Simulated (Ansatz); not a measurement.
# SnSe2, space group P-3m1: a convergence test of the k-point mesh

With Ansatz 0.2.0, Python API.

Notebook, run cell by cell (the value of a cell's last expression is shown):

**Cell 1**
```python
import csv
import warnings

import ansatz as az
```

**Cell 2**
```python
XC = "pbe"
FILLING = "fixed"
TOLERANCE = 1e-10
```

**Cell 3**
```python
warnings.simplefilter("ignore", az.DeckWarning)
```

**Cell 4**
```python
structure = (
    az.Lattice.from_parameters(3.811, 3.811, 6.136, alpha=90, beta=90, gamma=120)
    .space_group(164)
    .atom("Sn", (0.0, 0.0, 0.0))
    .atom("Se", (1 / 3, 2 / 3, 0.249))
)

len(structure.resolved().sites)
```
Output:
```text
3
```

**Cell 5**
```python
calc = structure.calculation().functional(XC).occupations(FILLING).scf(tolerance=TOLERANCE)
```

**Cell 6**
```python
rows = []
for value in [(3, 3, 2), (6, 6, 4), (12, 12, 4), (12, 12, 6)]:
    report = calc.kpoints(*value).run(threads=1, backend="cpu").report
    rows.append((value, report["free_energy_ev"] / len(report["lattice"]["sites"]), report["n_iterations"], report["n_kpoints"]))

with open("kconv.csv", "w", newline="") as handle:
    writer = csv.writer(handle)
    writer.writerow(["mesh", "F/atom (eV)", "iterations", "k-points"])
    writer.writerows([round(v, 5) if isinstance(v, float) else v for v in row] for row in rows)
```

**Cell 7**
```python
# the last row is the reference
for row in rows[:-1]:
    shift = 1000 * (row[1] - rows[-1][1])
    print(f"{row[0]}: {shift:+.2f} meV/atom" + ("  (within 2 meV)" if abs(shift) < 2 else ""))
```
Output:
```text
(3, 3, 2): +131.06 meV/atom
(6, 6, 4): +3.55 meV/atom
(12, 12, 4): +0.02 meV/atom  (within 2 meV)
```

File `kconv.csv` afterwards:
```csv
mesh,F/atom (eV),iterations,k-points
"(3, 3, 2)",-5654.29377,9,6
"(6, 6, 4)",-5654.42129,8,24
"(12, 12, 4)",-5654.42482,8,69
"(12, 12, 6)",-5654.42484,8,100
```

From 12×12×4 on it stays within 2 meV an atom of the value at 12×12×6; the first row (3×3×2) is off by 131.1 meV and the last but one by 0.02 meV.

The starting cell is as deposited in a crystallographic database; the results hold for this polymorph, which needn't be the stable one. Shifts are counted from the finest mesh, which is itself no proven limit. Run time: 14 s on 1 thread of Intel(R) Xeon(R) Platinum 8488C (Sapphire Rapids), with other jobs on the host, peak memory 0.51 GiB.
